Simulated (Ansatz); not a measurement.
# PtGe (Pnma): other levels of theory at one geometry

Aim: keep the cell of PtGe (Pnma) fixed and change the level of theory, to see how the gap and the pressure move.

Method: DFT at several levels, plane waves, PAW, in Ansatz 0.2.0.

## (1) Starting point

The structure is orthorhombic, space group Pnma (No. 62). Conventional cell: a = 5.828 Å, b = 3.743 Å, c = 6.193 Å, α = 90.00°, β = 90.00°, γ = 90.00°. Ge (site symmetry m) is surrounded by 6 Pt at 2.51 to 2.70 Å. Pt (site symmetry m) is surrounded by 6 Ge at 2.51 to 2.70 Å.

Coordinates:

```
CELL_PARAMETERS angstrom
5.82829 0.00000 0.00000
0.00000 3.74276 0.00000
0.00000 0.00000 6.19291
ATOMIC_POSITIONS crystal
Ge 0.18682 0.25000 0.58738
Ge 0.31318 0.75000 0.08738
Ge 0.68682 0.25000 0.91262
Ge 0.81318 0.75000 0.41262
Pt 0.99816 0.25000 0.19304
Pt 0.50184 0.75000 0.69304
Pt 0.49816 0.25000 0.30696
Pt 0.00184 0.75000 0.80696
```

This cell comes from an earlier session at PBE: 16.886 Å³/atom at -0.01 GPa, on a 6×10×6 mesh, metallic.

Levels to run: PBE+SOC. Hardware: 4 threads of Intel Xeon at 2.50GHz (Skylake/Cascade Lake), shared host.

## (2) PBE+SOC

File input.yaml:

```yaml
crystal:
  lattice:
    - [5.8282922204, 0.0, 0.0]
    - [0.0, 3.7427644009, 0.0]
    - [0.0, 0.0, 6.1929096334]
  atoms:
    - { symbol: Ge, position: [0.1868245984, 0.25, 0.5873831798] }
    - { symbol: Ge, position: [0.3131754016, 0.75, 0.0873831798] }
    - { symbol: Ge, position: [0.6868245984, 0.25, 0.9126168202] }
    - { symbol: Ge, position: [0.8131754016, 0.75, 0.4126168202] }
    - { symbol: Pt, position: [0.9981643427, 0.25, 0.1930404089] }
    - { symbol: Pt, position: [0.5018356573, 0.75, 0.6930404089] }
    - { symbol: Pt, position: [0.4981643427, 0.25, 0.3069595911] }
    - { symbol: Pt, position: [0.0018356573, 0.75, 0.8069595911] }
basis:
  ecutwfc: 420
  ecutrho_ratio: 4
kpoints:
  mp_grid: { grid: [6, 10, 6] }
hamiltonian:
  xc: pbe
scf:
  occupations: { method: gaussian, width: 0.05 }
output:
  forces: true
  stress: true
  eigenvalues: true
  populations: true
  dos: { projected: true, de: 0.02 }
magnetization:
  noncollinear: true
  spin_orbit: true
```

Run with:

```sh
$ ansatz run input.yaml --threads 4 --pin off --max-ram 10240MiB --backend cpu --events-out ev --progress --plain --runs-dir out
```

What does the calculation give? Wanted: for each run, pressure.

The runs gave:

| level | mesh | gap on the mesh (eV) | pressure (GPa) | time |
| --- | --- | --- | --- | --- |
| PBE | 6×10×6 | metal | 0.0 | 3.1 min* |
| PBE+SOC | 6×10×6 | metal | -0.3 | 4.3 min* |

Times are on 4 threads of Intel Xeon at 2.50GHz (Skylake/Cascade Lake), shared host. * Includes bands or densities of states.

The pressure runs from -0.3 GPa (PBE+SOC) to 0.0 GPa (PBE); a negative pressure means that level wants a smaller cell, a positive one a larger cell. Every level gives a metal. Total energies of different levels have different zeros and can't be compared.
